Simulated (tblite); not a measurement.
# C2H6FSi: the cost of one run

Computed with tblite 0.8.0 and PySCF 2.14.0; each step states its level. No surroundings beyond the atoms listed, unless a continuum is named. Atoms count from 0, parts from 1.

### 1 The system as given

10 atoms, charge 0, multiplicity 2; geometry: distance geometry start.

### 2 Relaxing the cluster with GFN2-xTB

Job settings and geometry (Å):

```
{"job": {"kind": "relax", "xc": "GFN2-xTB", "basis": "xTB"}, "charge": 0, "multiplicity": 2}
C     -0.256656     0.353650    -0.819869
Si     1.344525     0.153796     0.149197
C     -1.331095    -0.046612     0.170390
F     -0.283506    -0.389635    -1.955481
H      2.395601    -0.428899    -0.703898
H      1.193075    -0.674712     1.318391
H      1.730160     1.486191     0.589440
H     -2.367089     0.169457    -0.230218
H     -1.198068    -1.115483     0.433229
H     -1.154003     0.569511     1.085096
```

Method: GFN2-xTB geometry optimisation, gas phase.

Run with:

```console
> OMP_NUM_THREADS=1 python cluster_run.py task.json out
```

One launch serves the whole session: the jobs run in the order shown.

**Question.** How long does this first job take on 1 thread of Arm Neoverse V1, shared host?

About 1 s.
